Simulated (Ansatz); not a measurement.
**InH5Se: how energies converge with the basis set**

The task here is to estimate one member of a computed series from the others.

Computed with Ansatz 0.2.0, Gaussian basis. Level: one geometry, several basis sets.

Plan: PBE0-D4/def2-SVP; ωB97M-V/def2-SVP; PBE0-D4/def2-QZVPP; ωB97M-V/def2-QZVPP; the functionals' def2-TZVPP values are taken from earlier runs.

### Structure used throughout

All runs share one geometry, relaxed beforehand with PBE0-D4 in a triple-zeta def2 set. In takes the def2 core potential; no spin-orbit term is included.

SMILES `[SeH2+][InH3-]`, 7 atoms, charge 0, spin multiplicity 1.

Atoms are counted from 1 here; the program's logs count them from 0.

Bond lengths: Se1–In2 2.980 Å, Se1–H3 1.468 Å, Se1–H4 1.468 Å, In2–H5 1.731 Å, In2–H6 1.728 Å, In2–H7 1.731 Å. Angles: In2–Se1–H3 94.2°, In2–Se1–H4 94.1°, H3–Se1–H4 91.4°, Se1–In2–H5 94.1°, Se1–In2–H6 95.1°, Se1–In2–H7 94.2°, H5–In2–H6 119.5°, H5–In2–H7 119.2°, H6–In2–H7 119.5°.

The first run:

in.yaml

```yaml
crystal:
  periodic: [false, false, false]
  atoms:
    - {symbol: Se, position_ang: [-1.031997, -1.328706, 0.500012]}
    - {symbol: In, position_ang: [0.497701, 1.176831, -0.010189]}
    - {symbol: H, position_ang: [0.160460, -2.184654, 0.497188]}
    - {symbol: H, position_ang: [-1.272483, -1.596851, -0.922953]}
    - {symbol: H, position_ang: [-0.033955, 1.314721, -1.651573]}
    - {symbol: H, position_ang: [-0.294917, 2.094215, 1.221303]}
    - {symbol: H, position_ang: [2.036392, 0.456544, 0.320611]}
basis:
  gaussian: {orbitals: def2-SVP}
hamiltonian: {xc: pbe0, dispersion: d4}
output: {orbitals: {seedname: orbitals}}
```

On the command line:

```sh
> ansatz run in.yaml --threads 4 --pin off --events-out ev --progress --plain --max-ram 10444MiB
```

Among the steps run: PBE0-D4 in def2-SVP; ωB97M-V in def2-SVP; PBE0-D4 in def2-QZVPP; ωB97M-V in def2-QZVPP.

One of the session's tables, all rows but one given; the rest of the session is left out.

It belongs to the step «Functionals by basis». 

| functional | basis | HOMO (eV) |
| --- | --- | --- |
| PBE0-D4 | def2-SVP | -7.54 |
| PBE0-D4 | def2-TZVPP | ? |
| PBE0-D4 | def2-QZVPP | -7.62 |
| ωB97M-V | def2-SVP | -9.70 |
| ωB97M-V | def2-TZVPP | -9.83 |
| ωB97M-V | def2-QZVPP | -9.84 |

**Question.** Estimate the row for PBE0-D4, def2-TZVPP.

As computed: HOMO (eV): -7.61. In the column «HOMO (eV)» it lies between PBE0-D4, def2-QZVPP (-7.62) and PBE0-D4, def2-SVP (-7.54).
